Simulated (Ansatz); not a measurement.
This script for a rigid scan of one bond length of F₂H₄SiSn, SMILES [F][SnH]([F])[SiH3] with the Python package of Ansatz (0.2.0) holds a mistake.

Script `run_scan.py`:
```python
# -*- coding: utf-8 -*-
import logging
import sys

import ansatz as az
import numpy as np

logging.basicConfig(stream=sys.stdout, format='%(levelname)s %(message)s')
log = logging.getLogger('f2h4sisn')
log.setLevel(logging.INFO)

BASIS_SET = 'def2-SVP'
XC = 'CAM-B3LYP'

geometry_ang = [
    ('F', (1.6077, -1.7092, 1.2506)),
    ('Sn', (1.1816, -0.1821, 0.0423)),
    ('F', (1.7967, -0.6027, -1.7536)),
    ('Si', (-1.2207, 0.2362, -0.0414)),
    ('H', (1.9935, 1.2532, 0.611)),
    ('H', (-1.7825, 0.5627, 1.3105)),
    ('H', (-1.945, -0.9815, -0.5256)),
    ('H', (1.9077, -1.7092, 1.2506)),
]
system = az.Crystal.molecule()
for symbol, xyz in geometry_ang:
    system = system.atom(symbol, xyz)

symbols = [site.symbol for site in system.cartesian_sites]
start = np.array([site.position_ang for site in system.cartesian_sites])
axis = (start[3] - start[1]) / np.linalg.norm(start[3] - start[1])
moving = [3, 5, 6, 7]
lengths, energies = [2.07, 2.24, 2.44, 2.68, 3.05, 3.66, 4.39, 5.37], []
for length in lengths:
    xyz = start.copy()
    xyz[moving] += (length - np.linalg.norm(start[3] - start[1])) * axis
    point = az.Crystal.molecule()
    for symbol, place in zip(symbols, xyz):
        point = point.atom(symbol, place.tolist())
    base = point.calculation().basis(gaussian=BASIS_SET).functional(XC).spin('collinear')
    report = base.run(threads=1, pin='off').report
    energies.append(report['free_energy_ev'])
    log.info(f'r = {length:6.3f} A  E = {energies[-1]:.5f} eV  <S^2> = {abs(report["mean_field"]["state"]["spin_squared"]):.3f}')

print('energy above the lowest point (eV):', [round(e - min(energies), 3) for e in energies])
```

```console
$ python run_scan.py
INFO r =  2.070 A  E = -19190.85337 eV  <S^2> = 0.000
INFO r =  2.240 A  E = -19175.80274 eV  <S^2> = 0.000
INFO r =  2.440 A  E = -19092.16344 eV  <S^2> = 0.000
INFO r =  2.680 A  E = -18070.25971 eV  <S^2> = 0.074
INFO r =  3.050 A  E = -19107.08188 eV  <S^2> = 0.000
INFO r =  3.660 A  E = -19195.41569 eV  <S^2> = 0.000
INFO r =  4.390 A  E = -19195.26354 eV  <S^2> = 0.109
INFO r =  5.370 A  E = -19194.81166 eV  <S^2> = 0.695
energy above the lowest point (eV): [4.562, 19.613, 103.252, 1125.156, 88.334, 0.0, 0.152, 0.604]
```

No error stopped it. What is wrong with the input all the same?

The fault: two atoms almost overlap. The correction:

```diff
--- before
+++ after
@@ -22,3 +22,3 @@
     ('H', (-1.945, -0.9815, -0.5256)),
-    ('H', (1.9077, -1.7092, 1.2506)),
+    ('H', (-1.5392, 1.3664, -0.9496)),
 ]
```

The mended script runs so:

```console
$ python run_scan.py
INFO r =  2.070 A  E = -19198.28823 eV  <S^2> = 0.000
INFO r =  2.240 A  E = -19199.62288 eV  <S^2> = 0.000
INFO r =  2.440 A  E = -19200.24988 eV  <S^2> = 0.000
INFO r =  2.680 A  E = -19200.28593 eV  <S^2> = 0.000
INFO r =  3.050 A  E = -19199.69736 eV  <S^2> = 0.000
INFO r =  3.660 A  E = -19198.42477 eV  <S^2> = 0.191
INFO r =  4.390 A  E = -19197.80955 eV  <S^2> = 0.862
INFO r =  5.370 A  E = -19197.65675 eV  <S^2> = 0.996
energy above the lowest point (eV): [1.998, 0.663, 0.036, 0.0, 0.589, 1.861, 2.476, 2.629]
```

What to keep in mind:
- Total energies depend on the basis set; only differences at equal settings carry meaning.
- The rest of the molecule is held rigid at a force-field or estimated start geometry, and the basis set is modest; single-reference methods fail as a bond breaks.
- def2 sets replace the cores of elements past krypton by effective core potentials.
- The expectation value of S² is noticeably off S(S+1) in at least one run, so that state is spin-contaminated.
- Timing: 72 s on 1 thread of Arm Neoverse V1, on a shared host, peak memory 0.41 GiB.

(A comment or docstring line of the script was reworded after the run, the code is as it ran; lines on the test bed's own set-up are left out of the output.)
